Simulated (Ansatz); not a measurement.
This was printed by a script on Ansatz 0.2.0 through its Python package, for a single point of SnO, space group Cmce. What did the script look like? Settings: r2SCAN, PAW, cutoff 653 eV, 4×4×2 k-points, fixed occupations, D3BJ dispersion.

Input file `sno.xyz`:
```text
8
Lattice="2.736912 -2.737796 0.0 2.736912 2.737796 0.0 0.0 0.0 10.22196" Properties=species:S:1:pos:R:3 pbc="T T T"
Sn    2.73691200   -1.29523486    8.83032192
Sn    2.73691200    1.29523486    1.39163808
Sn    2.73691200   -1.44256114    3.71934192
Sn    2.73691200    1.44256114    6.50261808
O     1.36845600   -0.06540047    2.55549000
O     4.10536800    0.06540047    7.66647000
O     1.36845600    0.06540047    7.66647000
O     4.10536800   -0.06540047    2.55549000
```

```console
$ python run_scf.py
DeckWarning: the engine holds no damping parameters fitted to this dispersion correction and functional, so the run takes those fitted to r2scan beside the three-body term, which d3bj leaves out (hamiltonian.dispersion, under Limitations)
  iteration   1  Harris-Foulkes -26429.94744 eV  residual 9.39e-02
  iteration   2  Harris-Foulkes -26430.08434 eV  residual 2.13e-02
  iteration   3  Harris-Foulkes -26430.08472 eV  residual 2.54e-03
  iteration   4  Harris-Foulkes -26430.08483 eV  residual 2.29e-04
  iteration   5  Harris-Foulkes -26430.08483 eV  residual 2.93e-05
  iteration   6  Harris-Foulkes -26430.08486 eV  residual 2.69e-06
  iteration   7  Harris-Foulkes -26430.08486 eV  residual 1.36e-07
  iteration   8  Harris-Foulkes -26430.08486 eV  residual 1.57e-08
converged          True
n_iterations       8
n_electrons        80.0
n_kpoints          14
n_pw               5759
n_symmetry_ops     8
free_energy_ev     -26430.08486362491
fermi_energy_ev    8.507876788679244
{'e_kinetic': 1445.726, 'e_hartree': 3115.072, 'e_xc': -1791.625, 'e_local': -5862.844, 'e_nonlocal': 58.596, 'e_ewald': -6121.855, 'e_paw': -17275.164}
Full Formula (Sn4 O4)
Reduced Formula: SnO
abc   :   3.871203   3.871203  10.221960
angles:  90.000000  90.000000  90.018503
pbc   :       True       True       True
Sites (8)
  #  SP           a         b         c
---  ----  --------  --------  --------
  0  Sn    0.736547  0.263453  0.863858
  1  Sn    0.263453  0.736547  0.136142
  2  Sn    0.763453  0.236547  0.363858
  3  Sn    0.236547  0.763453  0.636142
  4  O     0.261944  0.238056  0.25
  5  O     0.738056  0.761944  0.75
  6  O     0.238056  0.261944  0.75
  7  O     0.761944  0.738056  0.25
planar mean of the electrostatic potential along the third grid axis (eV):
[10.891  6.78   7.604  1.017  5.06   7.421  9.929  9.088  7.859  3.559
  1.553  8.009  7.284]
top filled band: band 40, participation ratio 0.243 of the cell
lowest empty band: band 41, participation ratio 0.605 of the cell
```
(Warnings from the package without file and line.)

One script that gives this output:

The script, `run_scf.py`:
```python
"""Self-consistent field of SnO at the given structure."""

import ansatz
import numpy as np
from pymatgen.core import Structure

xtal = ansatz.Crystal.from_extxyz("sno.xyz")

# settings of the run
job = xtal.calculation()
job = job.basis(24 * ansatz.Ha).scf(extra_bands=6)
job = job.occupations("Fixed").functional("r2scan", dispersion="d3bj")
job = job.kpoints(4, 4, 2, center="gamma").compute(potential=True)
job = job.band_densities([("v1", "v1"), ("c1", "c1")])
def show(event):
    row = event["data"]
    if event["event"] == "scf_iter" and row.get("harris_foulkes_ev") is not None:
        print(f"  iteration {row['iter']:3d}  Harris-Foulkes {row['harris_foulkes_ev']:.5f} eV  residual {row['dr2_ev']:.2e}")


out = job.session().plan().execute(on_event=show)
summary = out.report

for key in ("converged", "n_iterations", "n_electrons", "n_kpoints", "n_pw", "n_symmetry_ops", "free_energy_ev", "fermi_energy_ev"):
    print(f"{key:18s} {summary[key]}")

terms = summary["components"]
print({name: round(terms[name], 3) for name in ("e_kinetic", "e_hartree", "e_xc", "e_local", "e_nonlocal", "e_ewald", "e_paw") if name in terms})

final = Structure(out.lattice.cell_ang, [s.symbol for s in out.lattice.sites], [s.position_frac for s in out.lattice.sites])
print(final)

v = out.potential()
line = v.v_es_ev.mean(axis=(0, 1))
print("planar mean of the electrostatic potential along the third grid axis (eV):")
print(np.round(line[:: max(len(line) // 12, 1)], 3))

# how spread out the top filled and lowest empty bands are
for name, window in zip(("top filled band", "lowest empty band"), out.band_densities().windows):
    field = window.outcome.density.channels[0].density_e_per_ang3
    ratio = field.mean() ** 2 / np.mean(field ** 2)
    print(f"{name}: band {window.window.first}, participation ratio {ratio:.3f} of the cell")
```

Notes:
- The settings weren't tested for convergence.
- The dispersion term runs with damping parameters of another functional.
- The energy terms are those on the plane-wave grid, with the one-centre PAW part apart; the terms shown are only some of the summands, so they needn't add up to F.
- Under fixed occupations the level called the Fermi level is the highest filled one on the SCF mesh; off the mesh a filled band can lie a little above it.
- An absolute Fermi energy rests on an arbitrary zero of the periodic potential and has no direct meaning.
- The structure comes from a database of computed cells and needn't be a stable or known phase.
- Gaps and levels are Kohn-Sham values on a finite set of k-points, without spin-orbit coupling.
- Hardware and time: 14 s on 1 thread of Intel(R) Xeon(R) Platinum 8488C (Sapphire Rapids) (shared host), peak memory 0.95 GiB.
